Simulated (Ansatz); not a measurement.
Crystal: TaVN2.

```
Ta V N
1.0
     3.04987    0.00000    0.00000
     0.00000    3.04987    0.00000
     0.00000    0.00000    4.29606
Ta V N
1 1 2
Direct
  0.00000 0.00000 0.00000
  0.50000 0.50000 0.50000
  0.50000 0.50000 0.00000
  0.00000 0.00000 0.50000
```

The cell comes from a database or a generator and needn't be the stable form of this composition.

Base run:

| Quantity | Value |
| --- | --- |
| Program | Ansatz 0.2.0 |
| Functional | PBEsol |
| Potentials or basis | all-electron LAPW, inner shells corrected to Dirac's equation |
| Cutoff | 350 eV (chosen from the basis error) |
| Basis error allowed | 0.002 eV/atom |
| k mesh | 9 × 9 × 6 |
| Occupations | fermi-dirac, width 0.05 eV |
| Spin | collinear spin, ferromagnetic start |
| Starting moments | [0.0, 2.0, 0.0, 0.0] μB |

Its results: pressure -11.1 GPa; net moment 0.93 μB per cell; site moments Ta -0.04; V +0.87; N +0.01, +0.02 μB.

Q: The run is repeated on the same cell with these changes: potentials or basis from all-electron LAPW, inner shells corrected to Dirac's equation to all-electron LAPW, non-relativistic. What comes out?

A: Pressure -1.8 GPa; net moment 0.80 μB per cell; site moments Ta -0.04; V +0.76; N +0.01 μB.

Caveats: relativity is left out, which matters for the heavier elements (some runs).

The runs don't all hold the same shells in valence.
